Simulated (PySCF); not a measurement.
**FeO₂⁻: sextet, from a end-on start**

Where does sextet FeO₂⁻ go from a end-on start, is the end point a minimum, and what are its modes, charges and moments?

Computed with PySCF 2.14.0. Level: PBE, basis Fe def2-SVPD, O def2-SVPD, no relativity, density fitting.

### 1 The system as given

3 atoms, charge -1, spin multiplicity 6.

Bond lengths: Fe1–O2 1.844 Å, O2–O3 1.445 Å. Angles: Fe1–O2–O3 119.9°.

```xyz
3
charge -1 multiplicity 6
Fe    0.0000    0.0000    0.0000
O     0.0000    0.0000    1.8437
O     1.2528    0.0000    2.5637
```

### 2 First SCF at the start

One driver script runs all steps and calls PySCF; scf.py shows how it sets up the SCF of each step. The optimiser is the driver's own. After this first run the driver tries any further starts and a stability analysis.

Input file scf.py:

```python
from pyscf import gto, scf, dft
mol = gto.M(atom='''
Fe     0.000000     0.000000     0.000000
O      0.000000     0.000000     1.843700
O      1.252800     0.000000     2.563700''',
    basis={'Fe': 'def2-SVPD', 'O': 'def2-SVPD'},
    charge=-1, spin=5)
mf = dft.UKS(mol, xc='PBE')
mf.grids.atom_grid = (50, 194)
aux = {'Fe': 'def2-universal-JKFIT', 'O': 'def2-universal-JKFIT'}
mf = mf.density_fit(auxbasis=aux)
mf.conv_tol = 1e-08
mf.diis_space = 10
mf.max_cycle = 60
mf.init_guess = 'minao'
mf.verbose = 4
mf.kernel()
```

Started as:

```
> OMP_NUM_THREADS=2 python axn.py task.json out
```

Further steps of the session: Relaxing the sextet from the end-on start; Hessian and properties.

**Question.** What will these runs give? Wanted: minimum; geometry; wavenumbers; dipole moment; highest occupied, lowest empty level; polar-tensor charge of Fe1; zero-point energy; ⟨S²⟩.

**Answer**, as computed:

| quantity | value |
| --- | --- |
| minimum | sextet, C2v |
| geometry | Fe–O 1.883 Å (×2), O–O 1.471 Å; Fe–O–O 67.0° (×2), O–Fe–O 46.0° |
| wavenumbers (cm⁻¹) | 436 (b2), 454 (a1), 824 (a1) |
| dipole moment (centre of mass) | 0.39 D |
| highest occupied, lowest empty level (either spin) | 1.10, 1.80 eV |
| polar-tensor charge of Fe1 | -0.10 e |
| zero-point energy | 10.2 kJ/mol |
| entropy at 298.15 K | 277.0 J/(mol K) |
| ⟨S²⟩ | 8.771 |

In words: From Cs at the start the molecule goes to a C2v minimum. The strongest infrared band lies at 824 cm⁻¹ (a1). Most of the spin sits on Fe1 (Mulliken spin 4.43, against 5 for the whole molecule). Other starts or spin states, not run here, may lie lower. A highest occupied level above zero is common for anions with such functionals; it warns that the extra electron is poorly described. Open d and f shells are described by one determinant, and the ground state may have another occupation or spin.
